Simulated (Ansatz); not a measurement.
# MgSc: the cost of one run

Method: DFT r2SCAN, scalar-relativistic, plane waves, PAW, in Ansatz 0.2.0.

## 1. The structure to begin with

It takes space group Pm-3m (No. 221, cubic). The conventional cell has a = 3.596 Å, b = 3.596 Å, c = 3.596 Å, α = 90.00°, β = 90.00°, γ = 90.00°. Around Mg (site symmetry m-3m) lie 8 Sc at 3.11 Å. Sc (site symmetry m-3m) is surrounded by 8 Mg at 3.11 Å.

As a file:

```
CELL_PARAMETERS angstrom
3.59645 0.00000 0.00000
0.00000 3.59645 0.00000
0.00000 0.00000 3.59645
ATOMIC_POSITIONS crystal
Mg 0.00000 0.00000 0.00000
Sc 0.50000 0.50000 0.50000
```

Source of the structure: the Materials Project (structure only).

## 2. Quick check of gap, pressure and forces

Contents of input.yaml:

```yaml
crystal:
  lattice:
    - [3.59645124, 0.0, 0.0]
    - [0.0, 3.59645124, 0.0]
    - [0.0, 0.0, 3.59645124]
  atoms:
    - { symbol: Mg, position: [0.0, 0.0, 0.0] }
    - { symbol: Sc, position: [0.5, 0.5, 0.5] }
basis:
  ecutwfc: 500
kpoints:
  mp_grid: { grid: [6, 6, 6] }
hamiltonian:
  xc: r2scan
scf:
  occupations: { method: gaussian, width: 0.1 }
output:
  forces: true
  stress: true
  eigenvalues: true
```

**Question.** How long does this run take on 1 thread of an Arm CPU, shared host, and how much memory does it need?

About 2.9 s, with a peak of 0.37 GiB.
